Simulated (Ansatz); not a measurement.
A run of Ansatz 0.2.0:

File input.yaml:

```yaml
crystal:
  lattice:
    - [3.5257490756, 0.0, 0.0]
    - [-1.7628745378, 3.0533882668, 0.0]
    - [0.0, 0.0, 8.564523]
  atoms:
    - { symbol: Se, position: [0.0, 0.0, 0.5] }
    - { symbol: Se, position: [0.6666666667, 0.3333333333, 0.839402] }
    - { symbol: Se, position: [0.3333333333, 0.6666666667, 0.160598] }
    - { symbol: Fe, position: [0.0, 0.0, 0.0], spin: 4.5 }
    - { symbol: Mn, position: [0.6666666667, 0.3333333333, 0.333216], spin: 5.5 }
    - { symbol: Mn, position: [0.3333333333, 0.6666666667, 0.666784], spin: 5.5 }
hamiltonian:
  xc: pbe
  pseudopotentials: { kind: paw }
magnetization:
  spin_polarized: true
kpoints:
  mp_grid: { grid: [9, 9, 3] }
scf:
  occupations: { method: fermi_dirac, width: 0.05 }
output:
  forces: true
  stress: true
  eigenvalues: true
```

Potentials or basis: Ansatz PAW.

Run with:

```console
$ ansatz run input.yaml --threads 2 --pin off --max-ram 5120MiB --backend cpu --events-out ev --progress --plain --runs-dir out
```

Hardware: 2 threads of Intel(R) Xeon(R) Processor @ 2.70GHz, on a shared host.

Question: How long does it take, and how much memory?

Answer: Wall time 110 s on 2 threads of Intel(R) Xeon(R) Processor @ 2.70GHz (shared host), peak memory 1.3 GiB. Counts: scf iterations 33, plane waves 1811, k points 31, bands 66.
